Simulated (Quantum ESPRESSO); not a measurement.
Input of a Quantum ESPRESSO 7.5 run:

pw.in

```
&CONTROL
  calculation = 'scf'
  prefix = 'pwscf'
  outdir = './tmp'
  pseudo_dir = './pseudo'
  tprnfor = .true.
  tstress = .true.
  disk_io = 'nowf'
/
&SYSTEM
  ibrav = 0
  nat = 2
  ntyp = 2
  ecutwfc = 55
  ecutrho = 440
  nbnd = 16
  occupations = 'smearing'
  smearing = 'fd'
  degauss = 0.00367493
/
&ELECTRONS
  conv_thr = 4d-10
  electron_maxstep = 120
  mixing_beta = 0.5
/
ATOMIC_SPECIES
La   138.9055 La.paw.z_11.atompaw.wentzcovitch.v1.2.upf
Na    22.9898 na_pbe_v1.5.uspp.F.UPF
CELL_PARAMETERS angstrom
   3.6062507687    0.0000000000    0.0000000000
  -1.8031253843    3.1231047781    0.0000000000
   0.0000000000    0.0000000000    6.4837820000
ATOMIC_POSITIONS crystal
La     0.3370370000    0.6676150000    0.5045340000
Na     0.0054740000    0.0030290000    0.0062880000
K_POINTS automatic
9 9 4 0 0 0
```

Potentials or basis: SSSP 1.3 efficiency PBE.

Command:

```sh
$ OMP_NUM_THREADS=1 pw.x -in pw.in > pw.out
```

(1) Predict the band gap on the k mesh.

(2) Predict the pressure.

(3) Predict the largest force.

Results:

(1) none (metal or under the smearing width).

(2) 0.0 GPa.

(3) 0.016 eV/Å.
